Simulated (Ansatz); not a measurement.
# BClFI: short molecular-dynamics run

A script is to give a short molecular-dynamics run; the system is BClFI. SMILES: FB(Cl)I.

Program: the Python package of Ansatz 0.2.0. Level of theory: Hartree-Fock/def2-SVP. These are calculated values, not measurements.

## (1) The structure

Bond lengths: F1–B2 1.479 Å, B2–Cl3 1.822 Å, B2–I4 2.188 Å. Angles: F1–B2–Cl3 118.6°, F1–B2–I4 122.3°, Cl3–B2–I4 119.0°.

The script holds or builds the structure itself.

## (2) The script

Input file bclfi_md.py:

```python
"""Molecular dynamics of one BClFI molecule."""

import ansatz as az
from ase import Atoms
import numpy as np

BASIS = "def2-SVP"
FUNCTIONAL = "hf"
N_STEPS = 30
TEMPERATURE_K = 800

atoms = Atoms(["F", "B", "Cl", "I"], positions=[
    (-0.0114, -1.5835, -0.4141),
    (0.0135, -0.1693, 0.0174),
    (0.6463, 0.2255, 1.6795),
    (-0.5929, 1.467, -1.3032),
])
molecule = az.Crystal.molecule_from_ase(atoms)

calc = (
    molecule.calculation()
    .basis(gaussian=BASIS)  # the orbital basis, by name
    .functional(FUNCTIONAL)
)
symbols = [site.symbol for site in molecule.cartesian_sites]
start = np.array([site.position_ang for site in molecule.cartesian_sites], dtype=float)
report = calc.relax(force_tolerance=0.02).run(threads=1, backend="cpu").report
end = np.array(report["positions_ang"])
minimum = az.Crystal.molecule()
for symbol, place in zip(symbols, end):
    minimum = minimum.atom(symbol, place.tolist())

# dynamics from the relaxed geometry
calc = (
    minimum.calculation()
    .basis(gaussian=BASIS)  # the orbital basis, by name
    .functional(FUNCTIONAL)
    .md("nvt_nose_hoover", timestep=2.0, steps=N_STEPS, temperature=TEMPERATURE_K, initial_velocities="maxwell_boltzmann", seed=93, thermostat_time=20)
)
frames = []
done = calc.session().plan().execute(on_event=lambda e: frames.append(e["data"]) if e["event"] == "md_step" else None)
print("t (fs)   E_pot (eV)      E_kin (eV)   T (K)   d(0-1) (A)")
for f in frames[::2]:
    xyz = np.array(f["positions_ang"])
    print(f"{f['time_fs']:6.2f} {f['lagrangian_ev']:14.5f} {f['e_kin_ev']:10.5f} {f['temperature_k']:8.1f} {np.linalg.norm(xyz[0] - xyz[1]):9.4f}")
kept = np.array([f["conserved_ev"] for f in frames])
print(f"conserved energy moves by at most {1000 * np.ptp(kept):.3f} meV")
```

## (3) The input behind the calls

The engine receives this input (first run):

```yaml
crystal:
  periodic: [false, false, false]
  atoms:
    - { symbol: F, position_ang: [-0.0114, -1.5835, -0.4141] }
    - { symbol: B, position_ang: [0.0135, -0.1693, 0.0174] }
    - { symbol: Cl, position_ang: [0.6463, 0.2255, 1.6795] }
    - { symbol: I, position_ang: [-0.5929, 1.467, -1.3032] }
basis:
  gaussian:
    orbitals: def2-SVP
hamiltonian:
  xc: hf
relax:
  f_tol: 0.02
```

## (4) Running it

Command:

```
python bclfi_md.py
```

Q: Predict the main results. Wanted: moves of the relaxation of run 1; energy gained in run 1; last largest force component of run 1; mean temperature, second half; farthest move; largest change of the conserved energy.

The runs gave:

| quantity | value |
| --- | --- |
| runs compared | 2 |
| moves of the relaxation of run 1 | 5 |
| energy gained in run 1 | 0.757 eV |
| last largest force component of run 1 | 0.0029 eV/Å |
| length of the run | 30 steps, 60 fs |
| mean temperature, second half | 848 K |
| farthest move | 0.19 Å |
| largest change of the conserved energy | 3.16 meV/atom |

In CPU time, run 2 (dynamics) cost about 4.2 times as much as run 1 (relaxation). Run 1: The relaxation took 5 moves; the largest shift is 0.179 Å, of atom 1 (F). The temperature swings between 252 and 1246 K, with a mean of 848 K in the second half; 4 atoms fluctuate widely. The conserved energy stays within 3.16 meV/atom, a sizeable drift. A run of 60 fs is far too short for averages. Reading the output:
- The trajectory is only some femtoseconds long, and gives no averages; where the script doesn't relax first, it starts from a rough generated geometry.
- def2 sets replace the cores of elements past krypton by effective core potentials.
- The temperature counts the internal degrees of freedom alone.
